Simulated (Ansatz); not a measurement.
ZnRe2:

```
Zn Re
1.0
     0.00000    2.89556    2.89556
     2.89556    0.00000    2.89556
     2.89556    2.89556    0.00000
Zn Re
1 2
Direct
  0.00000 0.00000 0.00000
  0.75000 0.75000 0.75000
  0.25000 0.25000 0.25000
```

The cell was built by a generator and needn't be a form met in nature.

Base run:

| Quantity | Value |
| --- | --- |
| Program | Ansatz 0.2.0 |
| Functional | BLYP |
| Potentials or basis | Ansatz PAW |
| Cutoff | 420 eV (not typed: the program's choice for these potentials) |
| k mesh | 8 × 8 × 8 |
| Occupations | fermi-dirac, width 0.05 eV |
| Spin | no spin polarisation |

Its results: band gap on the k mesh none (metal or under the smearing width); pressure 9.4 GPa.

Problem. After a change of settings the same cell gave: band gap on the k mesh none (metal or under the smearing width); pressure 0.0 GPa. Which change was it?
A. functional from BLYP to r2SCAN; cutoff from 420 eV (not typed: the program's choice for these potentials) to 500 eV (not typed: the program's choice for these potentials)
B. functional from BLYP to PBE
C. functional from BLYP to PBEsol
D. functional from BLYP to RPBE

Solution. B.

PBE binds more tightly than BLYP, so the same cell stands under less pressure.

Caveats: spin-orbit coupling is left out, which moves the levels of the heavy elements; the PAW data sets come from PBE, with cores solved anew for the run's functional, which leaves a small shift of forces and pressure (some runs).
